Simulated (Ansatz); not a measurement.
# CH9NSi2: small, medium and large basis sets

One table from this session's results is given with a row withheld; the runs are named, their logs left out.

Program: Ansatz 0.2.0, Gaussian basis. Level of theory: one geometry, several basis sets. These are calculated values, not measurements.

Plan: PBE0-D4/def2-SVP; ωB97M-V/def2-SVP; PBE0-D4/def2-QZVPP; ωB97M-V/def2-QZVPP; the functionals' def2-TZVPP values are taken from earlier runs.

## The geometry

All runs share one geometry, relaxed beforehand with PBE0-D4 in a triple-zeta def2 set.

SMILES `C[SiH2]N[SiH3]`, 13 atoms, charge 0, spin multiplicity 1.

Atoms are counted from 1 here; the program's logs count them from 0.

Bond lengths: C1–Si2 1.865 Å, C1–H5 1.094 Å, C1–H6 1.093 Å, C1–H7 1.093 Å, Si2–N3 1.730 Å, Si2–H8 1.491 Å, Si2–H9 1.487 Å, N3–Si4 1.724 Å, N3–H10 1.011 Å, Si4–H11 1.485 Å, Si4–H12 1.489 Å, Si4–H13 1.491 Å. Angles: Si2–C1–H5 110.6°, Si2–C1–H6 110.9°, Si2–C1–H7 111.0°, H5–C1–H6 108.4°, H5–C1–H7 107.8°, H6–C1–H7 108.1°, C1–Si2–N3 112.8°, C1–Si2–H8 108.4°, C1–Si2–H9 110.4°, N3–Si2–H8 110.2°, N3–Si2–H9 106.2°, H8–Si2–H9 108.9°, Si2–N3–Si4 128.4°, Si2–N3–H10 115.9°, Si4–N3–H10 115.5°, N3–Si4–H11 108.1°, N3–Si4–H12 109.9°, N3–Si4–H13 113.5° and more.

Set-up of the first run:

Contents of in.yaml:

```yaml
crystal:
  periodic: [false, false, false]
  atoms:
    - {symbol: C, position_ang: [0.548001, 2.005631, -0.681351]}
    - {symbol: Si, position_ang: [-0.416875, 0.418274, -0.851619]}
    - {symbol: N, position_ang: [0.330677, -0.910909, -0.035372]}
    - {symbol: Si, position_ang: [-0.254705, -1.802552, 1.318643]}
    - {symbol: H, position_ang: [0.048785, 2.818685, -1.215852]}
    - {symbol: H, position_ang: [0.644664, 2.292387, 0.368417]}
    - {symbol: H, position_ang: [1.553205, 1.899693, -1.098169]}
    - {symbol: H, position_ang: [-0.565391, 0.112123, -2.303696]}
    - {symbol: H, position_ang: [-1.769177, 0.566779, -0.250928]}
    - {symbol: H, position_ang: [1.189559, -1.253438, -0.443131]}
    - {symbol: H, position_ang: [-1.238649, -0.954575, 2.037765]}
    - {symbol: H, position_ang: [0.874340, -2.146092, 2.226011]}
    - {symbol: H, position_ang: [-0.924132, -3.080705, 0.944081]}
basis:
  gaussian: {orbitals: def2-SVP}
hamiltonian: {xc: pbe0, dispersion: d4}
output: {orbitals: {seedname: orbitals}}
```

Command:

```bash
> ansatz run in.yaml --threads 4 --pin off --events-out ev --progress --plain --max-ram 10444MiB
```

Among the steps run: PBE0-D4 in def2-SVP; ωB97M-V in def2-SVP; PBE0-D4 in def2-QZVPP; ωB97M-V in def2-QZVPP.

One table of the session follows, with a row left open; its other results are not shown here.

It belongs to the step «Density functionals: the series». 

| functional | basis | HOMO (eV) | LUMO (eV) |
| --- | --- | --- | --- |
| PBE0-D4 | def2-SVP | -7.22 | 0.74 |
| PBE0-D4 | def2-TZVPP | -7.36 | 0.19 |
| PBE0-D4 | def2-QZVPP | -7.38 | -0.01 |
| ωB97M-V | def2-SVP | -9.49 | 2.56 |
| ωB97M-V | def2-TZVPP | ? | ? |
| ωB97M-V | def2-QZVPP | -9.66 | 1.29 |

**Question.** Estimate the row for ωB97M-V, def2-TZVPP.

**Answer.** HOMO (eV): -9.65; LUMO (eV): 1.76. In the column «HOMO (eV)» it lies between ωB97M-V, def2-QZVPP (-9.66) and ωB97M-V, def2-SVP (-9.49).
